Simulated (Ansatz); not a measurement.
# Scandium, dhcp under RPBE: ground state and equation of state

What does RPBE give for scandium in the dhcp structure? We relax it, solve it on a dense k-mesh, then scale the cell to 7 volumes from 88 to 112 % of the relaxed one and try a fit of the equation of state. Spin polarisation is left out. The k-meshes are 11×11×3 for the relaxation; 14×14×4 for the dense run; 12×12×4 for the volumes.

Computed with Ansatz 0.2.0 (DFT RPBE, plane waves (420 eV) with PAW, scalar-relativistic; the PAW data stem from PBE, with regenerated cores, unless a step says otherwise).

### Step 1. Starting point

The structure is hexagonal, space group P6_3/mmc (No. 194). Conventional cell: a = 3.282 Å, b = 3.282 Å, c = 10.720 Å, α = 90.00°, β = 90.00°, γ = 120.00°. Sc (site symmetry -3m) is surrounded by 12 Sc at 3.28 Å. Sc (site symmetry -6m2) is surrounded by 12 Sc at 3.28 Å.

Coordinates:

```cif
data_structure
_symmetry_space_group_name_H-M 'P 1'
_symmetry_Int_Tables_number 1
_cell_length_a 3.2822
_cell_length_b 3.2822
_cell_length_c 10.7196
_cell_angle_alpha 90.000
_cell_angle_beta 90.000
_cell_angle_gamma 120.000
_cell_volume 100.01
loop_
_atom_site_label
_atom_site_type_symbol
_atom_site_fract_x
_atom_site_fract_y
_atom_site_fract_z
_atom_site_occupancy
Sc1 Sc 0.00000 0.00000 0.00000 1
Sc2 Sc 0.00000 0.00000 0.50000 1
Sc3 Sc 0.33333 0.66667 0.25000 1
Sc4 Sc 0.66667 0.33333 0.75000 1
```

### Step 2. Relaxation of the cell

Input file input.yaml:

```yaml
crystal:
  lattice:
    - [3.282187217, 0.0, 0.0]
    - [-1.6410936085, 2.8424575099, 0.0]
    - [0.0, 0.0, 10.7196234508]
  atoms:
    - { symbol: Sc, position: [0.0, 0.0, 0.0] }
    - { symbol: Sc, position: [0.0, 0.0, 0.5] }
    - { symbol: Sc, position: [0.3333333333, 0.6666666667, 0.25] }
    - { symbol: Sc, position: [0.6666666667, 0.3333333333, 0.75] }
hamiltonian:
  xc: rpbe
  pseudopotentials:
    kind: paw
    azcp:
      Sc: "pseudopotentials/Sc.paw.azcp"
basis:
  ecutwfc: 420
  fft_grid_basis: typed
kpoints:
  mp_grid: { grid: [11, 11, 3], shift: [0, 0, 0] }
magnetization:
  spin_polarized: false
scf:
  occupations: { method: fermi_dirac, width: 0.1 }
relax:
  max_steps: 60
  f_tol: 0.01
  cell: {}
output:
  write_density: true
  write_potential: true
  elf: true
  volumetric_format: npy
```

The runs that follow: Single point on a dense mesh; The cell scaled to 88 % of its volume; The cell scaled to 92 % of its volume; The cell scaled to 96 % of its volume; The cell scaled to 100 % of its volume; The cell scaled to 104 % of its volume; The cell scaled to 108 % of its volume; The cell scaled to 112 % of its volume.

**Question.** What will these runs give? Wanted: space group; conventional cell; volume; shortest distance; gap on the mesh; V₀, B₀, B₀′.

As calculated:

| quantity | value |
| --- | --- |
| space group (spins left aside) | P6_3/mmc (No. 194) |
| conventional cell | a = 3.338 Å, c = 10.668 Å (c/a = 3.195) |
| volume | 25.741 Å³/atom |
| shortest distance | 3.291 Å |
| gap on the mesh | none (levels filled in part) |
| V₀, B₀, B₀′ | 25.632 Å³/atom, 49 GPa, 3.2 |

In words: The relaxation enlarged the cell by 3.0 % in volume. No gap shows: it is a metal or semimetal at this level. The fitted modulus is 49 GPa; letting shape and positions relax at each volume could only lower it. The symmetry was held, so the structure may be unstable against distortions that break it.
